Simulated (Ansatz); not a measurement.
# CH₄FGaS: up Jacob's ladder to CCSD(T)

An exercise on one series of results from a longer session: the logs are not shown, and one member is left open.

Method: functionals in def2-TZVPP, the program's frozen cores in correlated methods; program: Ansatz 0.2.0, Gaussian basis.

The runs, in order: PBE-D4, r2SCAN-D4, PBE0-D4, B3LYP-D4, ωB97X-V, ωB97M-V, B2PLYP; CCSD(T)/def2-TZVPP; MP2/def2-QZVPP; extrapolation to the limit.

### The relaxed structure

An earlier PBE0-D4 in a triple-zeta def2 set relaxation fixed the geometry.

SMILES `F[CH2][GaH][SH]`, 8 atoms, charge 0, spin multiplicity 1.

Atoms are counted from 1 here; the program's logs count them from 0.

Bond lengths: F1–C2 1.391 Å, C2–Ga3 1.990 Å, C2–H5 1.095 Å, C2–H6 1.095 Å, Ga3–S4 2.191 Å, Ga3–H7 1.560 Å, S4–H8 1.345 Å. Angles: F1–C2–Ga3 110.8°, F1–C2–H5 108.1°, F1–C2–H6 108.1°, Ga3–C2–H5 111.2°, Ga3–C2–H6 111.2°, H5–C2–H6 107.4°, C2–Ga3–S4 115.4°, C2–Ga3–H7 125.8°, S4–Ga3–H7 118.8°, Ga3–S4–H8 92.6°.

As a file:

```csv
atom,x (Å),y (Å),z (Å)
F1,-1.1542,-1.1408,-0.6521
C2,-1.0794,0.1813,-0.2264
Ga3,0.7639,0.6248,0.3792
S4,2.2166,-1.0099,0.2445
H5,-1.8060,0.3195,0.5815
H6,-1.3888,0.8237,-1.0578
H7,1.2380,2.0072,0.9263
H8,1.3019,-1.8630,-0.2510
```

The first run:

The input, in.yaml:

```yaml
crystal:
  periodic: [false, false, false]
  atoms:
    - {symbol: F, position_ang: [-1.154191, -1.140828, -0.652083]}
    - {symbol: C, position_ang: [-1.079355, 0.181333, -0.226374]}
    - {symbol: Ga, position_ang: [0.763939, 0.624828, 0.379183]}
    - {symbol: S, position_ang: [2.216617, -1.009881, 0.244476]}
    - {symbol: H, position_ang: [-1.805984, 0.319506, 0.581515]}
    - {symbol: H, position_ang: [-1.388773, 0.823749, -1.057843]}
    - {symbol: H, position_ang: [1.238000, 2.007154, 0.926330]}
    - {symbol: H, position_ang: [1.301948, -1.862961, -0.251005]}
basis:
  gaussian: {orbitals: def2-TZVPP}
hamiltonian: {xc: pbe, dispersion: d4}
output: {forces: true, orbitals: {seedname: orbitals}}
```

Launch:

```bash
ansatz run in.yaml --threads 4 --pin off --events-out ev --progress --plain --max-ram 10444MiB
```

Among the steps run: PBE-D4 (GGA); r2SCAN-D4 (meta-GGA); PBE0-D4 (hybrid); B3LYP-D4 (hybrid); ωB97X-V (range-separated); ωB97M-V (range-separated); B2PLYP (double hybrid); CCSD(T) in def2-TZVPP; MP2 in def2-QZVPP.

One table of the session follows, with a row left open; its other results are not shown here.

```
            method  atomisation energy (kJ/mol)
            PBE-D4                       2538.5
         r2SCAN-D4                       2511.9
           PBE0-D4                       2491.0
          B3LYP-D4                       2474.8
           ωB97X-V                       2511.1
           ωB97M-V                       2499.7
            B2PLYP                       2455.9
     HF/def2-TZVPP                       1774.2
    MP2/def2-TZVPP                            ?
   CCSD/def2-TZVPP                       2401.1
CCSD(T)/def2-TZVPP                       2442.1
           MP2/CBS                       2542.7
       CCSD(T)/CBS                       2503.5
```

Estimate the missing values for MP2/def2-TZVPP.

As computed: atomisation energy (kJ/mol): 2481.3. In the column «atomisation energy (kJ/mol)» it lies between B3LYP-D4 (2474.8) and PBE0-D4 (2491.0).

To keep in mind: Free atoms (1 F, 1 C, 1 Ga, 1 S, 4 H) were run apart at each level; the atomisation energy is their sum less the molecule, without zero-point or spin-orbit terms.
